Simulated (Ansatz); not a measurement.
# C2H5AlO (SMILES [CH3][Al]1[CH2][O]1) at wB97X/6-31G(d) (spherical functions)

What is the electronic atomisation energy of C2H5AlO at wB97X/6-31G* (spherical functions)? 

The results are computed with Ansatz 0.2.0.

82 further runs of the same task are left out: 82 set aside as unsound or not needed.

## (1) The system as given

C2H5AlO: 9 atoms, total charge 0, spin state singlet. As SMILES, `[CH3][Al]1[CH2][O]1`. The coordinates come from a PBE0-D4/def2-TZVP relaxation.

Bond lengths: C1–Al2 1.934 Å, Al2–C3 1.883 Å, Al2–O4 1.707 Å, C3–O4 1.488 Å, C1–H5 1.093 Å, C1–H6 1.091 Å, C1–H7 1.094 Å, C3–H8 1.091 Å, C3–H9 1.091 Å. Some angles: C1–Al2–C3 171.7°, C1–Al2–O4 139.6°, C3–Al2–O4 48.7°, Al2–C3–O4 59.5°, Al2–O4–C3 71.8°, Al2–C1–H5 110.3°, Al2–C1–H6 112.2°, Al2–C1–H7 110.1°, Al2–C3–H8 123.8°, Al2–C3–H9 123.8°.

## (2) The energy at wB97X/6-31G(d) (spherical functions)

The input, input.yaml:

```yaml
crystal:
  periodic: [false, false, false]
  atoms:
    - symbol: C
      position_ang: [-0.670900, 1.320200, -1.081500]
    - symbol: Al
      position_ang: [0.051300, -0.076700, 0.044200]
    - symbol: C
      position_ang: [0.678700, -1.280200, 1.349300]
    - symbol: O
      position_ang: [0.789300, -1.609500, -0.097900]
    - symbol: H
      position_ang: [0.039700, 1.575000, -1.872100]
    - symbol: H
      position_ang: [-0.900200, 2.226000, -0.517500]
    - symbol: H
      position_ang: [-1.591200, 0.976800, -1.562100]
    - symbol: H
      position_ang: [0.038500, -1.980500, 1.887700]
    - symbol: H
      position_ang: [1.653200, -1.197400, 1.832800]
basis:
  gaussian:
    orbitals: 6-31G_st_-spherical.json
hamiltonian:
  xc: {name: wB97X}
accuracy: high
output:
  orbitals: {seedname: orbitals}
```

The basis set 6-31G* is read from a file made from the Basis Set Exchange's data (not shown).

On the command line:

```console
ansatz run input.yaml --threads 1 --pin off --max-ram 3480MiB --events-out events.jsonl --progress --plain --runs-dir runs
```

The program printed:

```text
Warning: RAYON_NUM_THREADS=1 ignored (pool sized by the plan → 1); use --threads N
Functional definition: wB97X
  name "wB97X"
  parameter omega = 0.3/bohr
  parameter cx = 0.157706
  parameter cx1 = 0.726479
  parameter cx2 = 1.04760
  parameter cx3 = -5.70635
  parameter cx4 = 13.2794
  parameter css1 = -4.33879
  parameter css2 = 18.2308
  parameter css3 = -31.7430
  parameter css4 = 17.2901
  parameter cos1 = 2.37031
  parameter cos2 = -11.3995
  parameter cos3 = 6.58405
  parameter cos4 = -3.78132
  exchange = spin_sum(e_x_unif_sr(omega)*poly(b97_u_x, 1 - cx, cx1, cx2, cx3, cx4)) + cx*exact_x_sr(omega)
      + exact_x_lr(omega)
  correlation = spin_sum(e_c_pw_same_spin*poly(b97_u_same, 1, css1, css2, css3, css4))
      + integral(e_c_pw_opposite_spin*poly(b97_u_opposite, 1, cos1, cos2, cos3, cos4))
1640 factors; integrals over basis functions are off by at most 8.4e-9 eV
351 factors; integrals over basis functions are off by at most 2.4e-9 eV
mean field evaluation 1: about -10790.7593 eV, gradient 5.3e1 eV
mean field evaluation 2: about -10788.0992 eV, gradient 6.8e1 eV
mean field evaluation 4: about -10796.7726 eV, gradient 2.2e0 eV
mean field evaluation 8: about -10796.9222 eV, gradient 1.7e-1 eV
mean field evaluation 16: about -10796.9224 eV, gradient 9.0e-5 eV
mean field -10796.92235145 eV, -396.7795779989 hartree, gradient 6.4e-8 eV, S^2 0.000000; 0 other end points of the search recorded, 0 dependent functions left out
reference -10796.92234770 eV, -396.7795778611 hartree; 19, 19 occupied and 51, 51 virtual orbitals, 1640 factors
Total energy: -10796.92234770 eV, -396.7795778611 hartree
```

It took 24 s on 1 thread of Arm Neoverse V2, shared host; peak memory 0.42 GiB.

## (3) The Al atom

The input, input.yaml:

```yaml
crystal:
  periodic: [false, false, false]
  atoms:
    - symbol: Al
      position_ang: [0.000000, 0.000000, 0.000000]
basis:
  gaussian:
    orbitals: 6-31G_st_-spherical.json
magnetization:
  spin_polarized: true
  initial_magnetization: 1
hamiltonian:
  xc: {name: wB97X}
accuracy: high
```

The basis set 6-31G* is read from a file made from the Basis Set Exchange's data (not shown).

Run the same way, it converges to -242.33170 Eh (log not shown).

## (4) The C atom

The input, run.yaml:

```yaml
crystal:
  periodic: [false, false, false]
  atoms:
    - symbol: C
      position_ang: [0.000000, 0.000000, 0.000000]
basis:
  gaussian:
    orbitals: 6-31G_st_-spherical.json
magnetization:
  spin_polarized: true
  initial_magnetization: 2
hamiltonian:
  xc: {name: wB97X}
accuracy: high
```

The basis set 6-31G* is read from a file made from the Basis Set Exchange's data (not shown).

Run the same way, it converges to -37.83308 Eh (log not shown).

## (5) The H atom at the same level

The input, job.yaml:

```yaml
crystal:
  periodic: [false, false, false]
  atoms:
    - symbol: H
      position_ang: [0.000000, 0.000000, 0.000000]
basis:
  gaussian: {orbitals: "6-31G*"}
magnetization: {spin_polarized: true, initial_magnetization: 1}
accuracy: high
hamiltonian: {xc: {name: wB97X}}
```

Run the same way, it converges to -0.49932 Eh (log not shown).

## (6) The O atom

The input, run.yaml:

```yaml
crystal:
  periodic: [false, false, false]
  atoms:
    - {symbol: O, position_ang: [0.000000, 0.000000, 0.000000]}
basis:
  gaussian: {orbitals: 6-31G_st_-spherical.json}
magnetization: {spin_polarized: true, initial_magnetization: 2}
hamiltonian: {xc: {name: wB97X}}
accuracy: high
```

The basis set 6-31G* is read from a file made from the Basis Set Exchange's data (not shown).

On the command line:

```console
ansatz run run.yaml --threads 1 --pin off --max-ram 3480MiB --events-out events.jsonl --progress --plain --runs-dir runs
```

The program printed, shortened:

```text
Warning: RAYON_NUM_THREADS=1 ignored (pool sized by the plan → 1); use --threads N
[... 2 set-up lines as earlier in the session ...]
[...]
      + exact_x_lr(omega)
[...]
      + integral(e_c_pw_opposite_spin*poly(b97_u_opposite, 1, cos1, cos2, cos3, cos4))
96 factors; integrals over basis functions are off by at most 1.3e-9 eV
51 factors; integrals over basis functions are off by at most 1.6e-9 eV
[...]
mean field -2041.98227275 eV, -75.0414644181 hartree, gradient 3.4e-8 eV, S^2 2.003205; 0 other end points of the search recorded, 0 dependent functions left out
reference -2041.98227236 eV, -75.0414644041 hartree; 5, 3 occupied and 9, 11 virtual orbitals, 96 factors
Total energy: -2041.98227236 eV, -75.0414644041 hartree
```

Run time: 1.1 s. Hardware: 1 thread of Arm Neoverse V2, shared host; peak memory 0.13 GiB.

## (7) Summary of results

At wB97X/6-31G* (spherical functions):

| quantity | value |
| --- | --- |
| molecule: total energy | -396.77958 Eh |
| molecule: HOMO energy | -8.36 eV |
| molecule: LUMO energy | 1.63 eV |
| molecule: HOMO–LUMO gap | 10.00 eV |
| Al atom: total energy | -242.33170 Eh |
| Al atom: ⟨S²⟩ | 0.753 |
| C atom: total energy | -37.83308 Eh |
| C atom: ⟨S²⟩ | 2.004 |
| H atom: total energy | -0.49932 Eh |
| H atom: ⟨S²⟩ | 0.750 |
| O atom: total energy | -75.04146 Eh |
| O atom: ⟨S²⟩ | 2.003 |
| electronic atomisation energy | 33.841 eV |

What this shows: Taking the molecule apart into free atoms costs 33.84 eV (780 kcal/mol), before zero-point energy and without spin-orbit coupling.
